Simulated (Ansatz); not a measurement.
# C3HN3Si: one species, many methods

Aim: compute C3HN3Si with functionals from several rungs and with coupled cluster, and see how far each lands from CCSD(T) at the basis-set limit for the atomisation energy.

Program: Ansatz 0.2.0, Gaussian basis. Level of theory: functionals in def2-TZVPP, the program's frozen cores in correlated methods. These are calculated values, not measurements.

The runs, in order: LDA (SPW92), PBE-D4, revPBE-D4, BLYP-D4, r2SCAN-D4, B97M-V, PBE0-D4, B3LYP-D4, r2SCANh-D4, r2SCAN0-D4, HSE06-D4, BHLYP-D4, CAM-B3LYP-D4, LC-ωPBE, ωB97X-V, ωB97M-V, B2PLYP, PBE-QIDH; CCSD(T)/def2-SVP; CCSD(T)/def2-TZVPP; MP2/def2-QZVPP; extrapolation to the limit; RPA on PBE.

## (1) The geometry

An earlier PBE0-D4 in a triple-zeta def2 set relaxation fixed the geometry.

SMILES `N#C[SiH](C#N)C#N`, 8 atoms, charge 0, spin multiplicity 1.

Atoms are counted from 1 here; the program's logs count them from 0.

Bond lengths: N1–C2 1.151 Å, C2–Si3 1.830 Å, Si3–C4 1.830 Å, Si3–C6 1.830 Å, Si3–H8 1.470 Å, C4–N5 1.151 Å, C6–N7 1.151 Å. Angles: N1–C2–Si3 178.6°, C2–Si3–C4 108.2°, C2–Si3–C6 108.2°, C2–Si3–H8 110.7°, C4–Si3–C6 108.2°, C4–Si3–H8 110.7°, C6–Si3–H8 110.7°, Si3–C4–N5 178.5°, Si3–C6–N7 178.7°.

## (2) LDA

This LDA is Slater exchange with PW92 correlation.

in.yaml

```yaml
crystal:
  periodic: [false, false, false]
  atoms:
    - {symbol: N, position_ang: [2.394749, -1.582406, -0.120631]}
    - {symbol: C, position_ang: [1.378117, -1.059047, 0.010323]}
    - {symbol: Si, position_ang: [-0.252128, -0.260109, 0.244223]}
    - {symbol: C, position_ang: [-0.998548, 0.012943, -1.404710]}
    - {symbol: N, position_ang: [-1.492642, 0.168122, -2.432516]}
    - {symbol: C, position_ang: [0.017410, 1.371792, 1.028411]}
    - {symbol: N, position_ang: [0.171593, 2.390018, 1.542258]}
    - {symbol: H, position_ang: [-1.126351, -1.098313, 1.076843]}
basis:
  gaussian: {orbitals: def2-TZVPP}
hamiltonian: {xc: lda}
output: {orbitals: {seedname: orbitals}}
```

Command:

```sh
ansatz run in.yaml --threads 4 --pin off --events-out ev --progress --plain --max-ram 10444MiB
```

After this run come: PBE-D4 (GGA); revPBE-D4 (GGA); BLYP-D4 (GGA); r2SCAN-D4 (meta-GGA); B97M-V (meta-GGA); PBE0-D4 (hybrid); B3LYP-D4 (hybrid); r2SCANh-D4 (hybrid); r2SCAN0-D4 (hybrid); HSE06-D4 (hybrid); BHLYP-D4 (hybrid); CAM-B3LYP-D4 (range-separated); LC-ωPBE (range-separated); ωB97X-V (range-separated); ωB97M-V (range-separated); B2PLYP (double hybrid); PBE-QIDH (double hybrid); CCSD(T) in def2-SVP; CCSD(T) in def2-TZVPP; MP2 in def2-QZVPP; RPA on PBE orbitals.

Q: Predict the results of all the runs planned. Wanted: atomisation energy, CCSD(T)/CBS; farthest beyond LDA; mean size of error, GGA; mean size of error, meta-GGA; mean size of error, hybrid; mean size of error, range-separated; mean size of error, double hybrid; gap, smallest and largest; T1 diagnostic.

As calculated:

```
                               quantity                                             value
        atomisation energy, CCSD(T)/CBS                                    934.0 kcal/mol
functionals within 4.7 kcal/mol (0.5 %)  r2SCAN-D4, B97M-V, CAM-B3LYP-D4, LC-ωPBE, B2PLYP
                    farthest beyond LDA                         BHLYP-D4 (-51.7 kcal/mol)
                mean size of error, GGA                                     32.4 kcal/mol
           mean size of error, meta-GGA                                      2.7 kcal/mol
             mean size of error, hybrid                                     21.4 kcal/mol
    mean size of error, range-separated                                      5.0 kcal/mol
      mean size of error, double hybrid                                      5.3 kcal/mol
              gap, smallest and largest         6.00 eV (LDA (SPW92)), 13.69 eV (LC-ωPBE)
                          T1 diagnostic                                            0.0146
triples share of the correlation energy                                             5.2 %
```

The LDA atomisation energy is off by 158.4 kcal/mol (17 %): it overbinds. PBE-D4 is off by +51.0 kcal/mol. Double hybrids carry the basis error of their MP2 part in triple zeta, and no dispersion term here, so their miss is partly the set-up's. By mean error the best rung here is meta-GGA (2.7 kcal/mol) and the worst beyond LDA is GGA (32.4 kcal/mol). The gap between the best rungs is small, so their order is not settled. The reference freezes the cores and leaves out relativity and excitations past (T), so misses under about 4.7 kcal/mol can't be ranked. Hartree-Fock recovers 64 % of the binding; the rest is correlation. CCSD(T) in def2-SVP is off by -59.1 kcal/mol, which most functionals beat. The gap grows from 6.0 to 13.7 eV across the functionals, mostly with the share of exact exchange.
